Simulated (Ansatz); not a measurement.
# AlIn2N3: properties at the relaxed cell

One table from this session's results is given with a row withheld; the runs are named, their logs left out.

Method: DFT PBEsol, scalar-relativistic, plane waves, PAW, in Ansatz 0.2.0.

1 further run of the same task is left out (set aside as unsound or not needed). Runs told in other sessions of the task aren't counted.

### Starting point

It takes space group Cmc2_1 (No. 36, orthorhombic). The conventional cell has a = 10.187 Å, b = 5.863 Å, c = 5.445 Å, α = 90.00°, β = 90.00°, γ = 90.00°. Al (site symmetry m) is surrounded by 4 N at 1.89 to 1.91 Å. In (site symmetry 1) has 4 N at 2.15 to 2.17 Å in its first shell of neighbours. N (site symmetry 1) is surrounded by 1 Al at 1.89 Å and 3 In at 2.15 to 2.17 Å. Around N (site symmetry m) lie 2 Al at 1.90 to 1.91 Å and 2 In at 2.16 Å.

As a file:

```
Al In N
1.0
     5.09350   -2.93131    0.00000
     5.09350    2.93131    0.00000
     0.00000    0.00000    5.44502
Al In N
2 4 6
Direct
  0.34071 0.65929 0.98927
  0.65929 0.34071 0.48927
  0.98845 0.33553 0.98727
  0.66447 0.01155 0.98727
  0.01155 0.66447 0.48727
  0.33553 0.98845 0.48727
  0.97053 0.33277 0.38485
  0.66723 0.02947 0.38485
  0.02947 0.66723 0.88485
  0.33277 0.97053 0.88485
  0.36716 0.63284 0.33849
  0.63284 0.36716 0.83849
```

It goes back to an entry of the Materials Project, which need not be the stable form.

This cell was relaxed beforehand with the same method: volume 13.55 Å³/atom, gap on the mesh 0.95 eV.

Set-up of the first run:

File input.yaml:

```yaml
crystal:
  lattice:
    - [5.042051046, -2.9016961113, 0.0]
    - [5.042051046, 2.9016961113, 0.0]
    - [0.0, 0.0, 5.3900124138]
  atoms:
    - { symbol: Al, position: [0.3407110227, 0.6592889773, 0.9892706513] }
    - { symbol: Al, position: [0.6592889773, 0.3407110227, 0.4892706513] }
    - { symbol: In, position: [0.9884507746, 0.3355278299, 0.9872690535] }
    - { symbol: In, position: [0.6644721701, 0.0115492254, 0.9872690535] }
    - { symbol: In, position: [0.0115492254, 0.6644721701, 0.4872690535] }
    - { symbol: In, position: [0.3355278299, 0.9884507746, 0.4872690535] }
    - { symbol: "N", position: [0.9705347958, 0.3327672717, 0.3848498719] }
    - { symbol: "N", position: [0.6672327283, 0.0294652042, 0.3848498719] }
    - { symbol: "N", position: [0.0294652042, 0.6672327283, 0.8848498719] }
    - { symbol: "N", position: [0.3327672717, 0.9705347958, 0.8848498719] }
    - { symbol: "N", position: [0.3671604716, 0.6328395284, 0.338491498] }
    - { symbol: "N", position: [0.6328395284, 0.3671604716, 0.838491498] }
basis:
  ecutwfc: 420
kpoints:
  mp_grid: { grid: [6, 6, 6] }
hamiltonian:
  xc: pbesol
scf:
  occupations: { method: gaussian, width: 0.02 }
output:
  forces: true
  stress: true
  eigenvalues: true
relax:
  adjacent_minimum: "off"
  f_tol: 0.01
  max_steps: 30
  cell: { stress_tol: 0.1, fix: [volume] }
```

The run is started by

```bash
> ansatz run input.yaml --threads 2 --pin off --max-ram 5120MiB --backend cpu --events-out ev --progress --plain --runs-dir out
```

Steps of the session up to this table: The cell scaled to 0.97 of its volume; Point at V/V0 = 1.03; Volume × 0.94; Point at V/V0 = 1.06; Point at V/V0 = 0.91; Point at V/V0 = 1.10; The cell scaled to 0.88 of its volume.

One table of the session follows, with a row left open; its other results are not shown here.

It belongs to the step «Equation of state». 

```
volume (Å³/atom)  energy above the lowest point (meV/atom)  pressure (GPa)  gap on the mesh (eV)
          11.924                                     119.1           26.27                  1.49
          12.330                                      63.2           18.05                  1.35
          12.737                                         ?               ?                     ?
          13.143                                       6.2            5.08                  1.08
          13.550                                       0.0           -0.01                  0.95
          13.956                                       5.6           -4.33                  0.83
          14.363                                      21.4           -8.02                  0.71
          14.905                                      55.7          -12.08                  0.55
```

**Question.** Estimate the row for volume (Å³/atom) = 12.737.

Worked estimate for «energy above the lowest point (meV/atom)». A straight line through the neighbours (12.330, 63.2) and (13.143, 6.2) gives 63.2 + (6.2 − 63.2) × (12.737 − 12.330) / (13.143 − 12.330) = 34.7; a parabola fitted to 4 rows on both sides gives 26.4.

As computed: energy above the lowest point (meV/atom): 26.5; pressure (GPa): 11.05; gap on the mesh (eV): 1.22. In «energy above the lowest point (meV/atom)» the line misses by +8.2 and the parabola by -0.1.
